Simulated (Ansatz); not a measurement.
# Rh: the cost of one run

Program: Ansatz 0.2.0. Level of theory: DFT PBEsol, scalar-relativistic. These are calculated values, not measurements.

## (1) The starting structure

The structure is cubic, space group Fm-3m (No. 225). Conventional cell: a = 3.803 Å, b = 3.803 Å, c = 3.803 Å, α = 90.00°, β = 90.00°, γ = 90.00°. Around Rh (site symmetry m-3m) lie 12 Rh at 2.69 Å.

Coordinates:

```cif
data_structure
_symmetry_space_group_name_H-M 'Fm-3m'
_symmetry_Int_Tables_number 225
_cell_length_a 3.8031
_cell_length_b 3.8031
_cell_length_c 3.8031
_cell_angle_alpha 90.000
_cell_angle_beta 90.000
_cell_angle_gamma 90.000
_cell_volume 55.01
loop_
_atom_site_label
_atom_site_type_symbol
_atom_site_symmetry_multiplicity
_atom_site_Wyckoff_symbol
_atom_site_fract_x
_atom_site_fract_y
_atom_site_fract_z
_atom_site_occupancy
Rh1 Rh 4 a 0.00000 0.00000 0.00000 1
```

The file gives the conventional cell by its symmetry; the runs use the cell typed in the input.

Structure: COD 9008482, as refined from experiment and not relaxed.

## (2) Volume × 0.94, LAPW

input.yaml

```yaml
crystal:
  lattice:
    - [0.0, 1.862731965, 1.862731965]
    - [1.862731965, 0.0, 1.862731965]
    - [1.862731965, 1.862731965, 0.0]
  atoms:
    - { symbol: Rh, position: [0.0, 0.0, 0.0] }
kpoints:
  mp_grid: { grid: [16, 16, 16] }
  band_path:
    path:
      - [0.0, 0.0, 0.0]
      - [0.5, 0.0, 0.5]
      - [0.625, 0.25, 0.625]
      - [0.375, 0.375, 0.75]
      - [0.0, 0.0, 0.0]
      - [0.5, 0.5, 0.5]
      - [0.5, 0.25, 0.75]
      - [0.5, 0.0, 0.5]
    npoints: 5
scf:
  occupations: { method: fermi_dirac, width: 0.08 }
hamiltonian:
  xc: pbesol
  pseudopotentials: { kind: all_electron, lapw: { basis_error: 0.001 } }
output:
  forces: true
  stress: true
  eigenvalues: true
```

Command:

```bash
> ansatz run input.yaml --threads 1 --pin off --max-ram 3072MiB --backend cpu --events-out ev --progress --plain --runs-dir out
```

What time and memory should one allow on 1 thread of Arm Neoverse V1, shared host?

About 14 s, with a peak of 0.32 GiB.
